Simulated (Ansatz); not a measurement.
## CH₆BGe, SMILES C[B][GeH3]: a geometry optimisation, step by step

With the Python package of Ansatz (0.2.0).

The script reads `ch6bge.xyz`:
```text
9

C    -0.65560    1.04620   -0.91640
B     0.12710   -0.26110   -0.92130
Ge    0.66040   -1.11230    0.80700
H    -1.59850    0.93120   -1.44480
H    -0.13130    1.86540   -1.48820
H    -0.89440    1.44640    0.10960
H     2.26640   -1.20300    0.87810
H     0.12500   -2.51990    0.90850
H     0.18940   -0.23930    2.05030
```

Notebook, run cell by cell (the value of a cell's last expression is shown):

In [1]:
```python
import ansatz as az
import numpy as np
```

In [2]:
```python
mol = az.Crystal.molecule_from_extxyz("ch6bge.xyz")
```

In [3]:
```python
base = (
    mol.calculation()
    .basis(gaussian="def2-SVP")
    .functional("b3lyp", dispersion="d3bj")
    .spin("collinear", total=1)
)
symbols = [site.symbol for site in mol.cartesian_sites]
start = np.array([site.position_ang for site in mol.cartesian_sites], dtype=float)
def progress(event):
    if event["event"] == "relax_step":
        row = event["data"]
        print(f"step {row['step']:3d}  E = {row['lagrangian_ev']:.6f} eV  max force {row['allowed_force_max_ev_ang']:.4f} eV/A")
```

In [4]:
```python
summary = base.relax(force_tolerance=0.01, max_steps=100).session().plan().execute(on_event=progress).report
end = np.array(summary["positions_ang"])
```
```text
step   1  E = -58319.935399 eV  max force 1.4898 eV/A
step   2  E = -58320.116470 eV  max force 0.4292 eV/A
step   3  E = -58320.145339 eV  max force 0.1120 eV/A
step   4  E = -58320.153384 eV  max force 0.2044 eV/A
step   5  E = -58320.162461 eV  max force 0.1388 eV/A
step   6  E = -58320.163097 eV  max force 0.1931 eV/A
step   7  E = -58320.165583 eV  max force 0.1528 eV/A
step   8  E = -58320.167301 eV  max force 0.1099 eV/A
step   9  E = -58320.168541 eV  max force 0.1114 eV/A
step  10  E = -58320.170265 eV  max force 0.1455 eV/A
step  11  E = -58320.171595 eV  max force 0.2990 eV/A
step  12  E = -58320.175727 eV  max force 0.1917 eV/A
step  13  E = -58320.173775 eV  max force 0.3138 eV/A
step  14  E = -58320.178546 eV  max force 0.0721 eV/A
step  15  E = -58320.178702 eV  max force 0.0982 eV/A
step  16  E = -58320.179429 eV  max force 0.0413 eV/A
step  17  E = -58320.179648 eV  max force 0.0100 eV/A
step  18  E = -58320.179685 eV  max force 0.0059 eV/A
```

In [5]:
```python
print(f"E = {summary['free_energy_ev']:.6f} eV = {summary['free_energy_ev'] / 27.211386246:.7f} Ha")
print("converged:", summary["converged"], " doubts:", summary["published_state_doubts"] or "none")
```
```text
E = -58320.179941 eV = -2143.2270820 Ha
converged: True  doubts: none
```

In [6]:
```python
print("bond        before    after (A)")
for i, j in [(0, 1), (0, 3), (0, 4), (0, 5), (1, 2), (2, 6), (2, 7), (2, 8)]:
    d0, d1 = (np.linalg.norm(xyz[i] - xyz[j]) for xyz in (start, end))
    print(f"{symbols[i]}{i}-{symbols[j]}{j}".ljust(10), f"{d0:8.4f} {d1:8.4f}")
for i, j, k in [(1, 0, 3), (1, 0, 4), (1, 0, 5), (3, 0, 4), (3, 0, 5), (4, 0, 5), (0, 1, 2), (1, 2, 6)]:
    u, v = end[i] - end[j], end[k] - end[j]
    print(f"angle {symbols[i]}{i}-{symbols[j]}{j}-{symbols[k]}{k}: {np.degrees(np.arccos(np.clip(u @ v / np.linalg.norm(u) / np.linalg.norm(v), -1, 1))):.2f} deg")
```
```text
bond        before    after (A)
C0-B1        1.5237   1.5412
C0-H3        1.0870   1.1025
C0-H4        1.1282   1.1125
C0-H5        1.1269   1.1059
B1-Ge2       1.9990   2.0519
Ge2-H6       1.6101   1.5462
Ge2-H7       1.5094   1.5453
Ge2-H8       1.5905   1.5551
angle B1-C0-H3: 115.43 deg
angle B1-C0-H4: 103.74 deg
angle B1-C0-H5: 114.52 deg
angle H3-C0-H4: 106.52 deg
angle H3-C0-H5: 109.68 deg
angle H4-C0-H5: 106.00 deg
angle C0-B1-Ge2: 136.00 deg
angle B1-Ge2-H6: 108.91 deg
```

In [7]:
```python
charges = summary["charge_distribution"]
print("dipole moment", round(4.803205 * float(np.linalg.norm(charges["dipole_moment_e_ang"])), 3), "D")
print("Mulliken:", [(s, round(q, 3)) for s, q in zip(symbols, charges["mulliken_charges_e"])])
```
```text
dipole moment 1.534 D
Mulliken: [('C', -0.045), ('B', -0.101), ('Ge', 0.216), ('H', 0.053), ('H', 0.055), ('H', 0.045), ('H', -0.07), ('H', -0.069), ('H', -0.082)]
```

Reading the output:
- The settings weren't tested for convergence.
- The end point is the stationary point reached from this start; no frequency run checks that it is a minimum, and the basis set is modest.
- The species is open-shell (spin multiplicity 2).
- b3lyp holds the VWN-RPA fit, as in Gaussian; the form of ORCA and Turbomole is b3lyp5.
- Timing: 120 s on 1 thread of Arm Neoverse V1 (shared host), peak memory 0.32 GiB.

(Lines on the test bed's own set-up are left out of the output.)
